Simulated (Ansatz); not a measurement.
# MgSiN: the cost of one run

Method: DFT PBE, scalar-relativistic, plane waves, PAW, in Ansatz 0.2.0.

1 further run of the same task is left out (it didn't finish).

### Step 1. The starting structure

It takes space group Pmmn (No. 59, orthorhombic). Conventional cell: a = 3.060 Å, b = 3.418 Å, c = 7.628 Å, α = 90.00°, β = 90.00°, γ = 90.00°. Mg (site symmetry mm2) is surrounded by 4 N at 1.78 to 1.87 Å and 2 Si at 2.29 Å. Si (site symmetry mm2) is surrounded by 2 Mg at 2.29 Å. Around N (site symmetry mm2) lie 4 Mg at 1.78 to 1.87 Å.

Coordinates:

```xyz
6
Lattice="3.0602 0.0000 0.0000 0.0000 3.4178 0.0000 0.0000 0.0000 7.6278" Properties=species:S:1:pos:R:3 pbc="T T T"
Mg    1.5301    1.7089    0.7933
Mg    0.0000    0.0000    6.8345
Si    0.0000    1.7089    2.5019
Si    1.5301    0.0000    5.1259
N     0.0000    1.7089    7.3456
N     1.5301    0.0000    0.2822
```

A structure generator made this guess: species swapped into a database cell of VBrO (Pmmn, No. 59), with Mg on the V sites, Si on the Br sites and N on the O sites. The dimensions are guesses.

### Step 2. The guess as it stands, on a coarse mesh

input.yaml reads:

```yaml
crystal:
  lattice:
    - [3.06018333, 0.0, 0.0]
    - [0.0, 3.41780827, 0.0]
    - [0.0, 0.0, 7.62782374]
  atoms:
    - { symbol: Mg, position: [0.5, 0.5, 0.10399999] }
    - { symbol: Mg, position: [0.0, 0.0, 0.89600001] }
    - { symbol: Si, position: [0.0, 0.5, 0.32799999] }
    - { symbol: Si, position: [0.5, 0.0, 0.67200001] }
    - { symbol: "N", position: [0.0, 0.5, 0.96299998] }
    - { symbol: "N", position: [0.5, 0.0, 0.03700002] }
basis:
  ecutwfc: 420
kpoints:
  mp_grid: { grid: [6, 6, 2] }
hamiltonian:
  xc: pbe
scf:
  occupations: { method: gaussian, width: 0.1 }
  lower_state_search: "off"
output:
  forces: true
  stress: true
  eigenvalues: true
```

Run with:

```console
$ ansatz run input.yaml --threads 1 --pin off --max-ram 2560MiB --backend cpu --events-out ev --progress --plain --runs-dir out
```

Q: Estimate wall time and peak memory on 1 thread of Intel Xeon 6975P-C (Granite Rapids), shared host.

About 1.9 s, with a peak of 0.37 GiB.
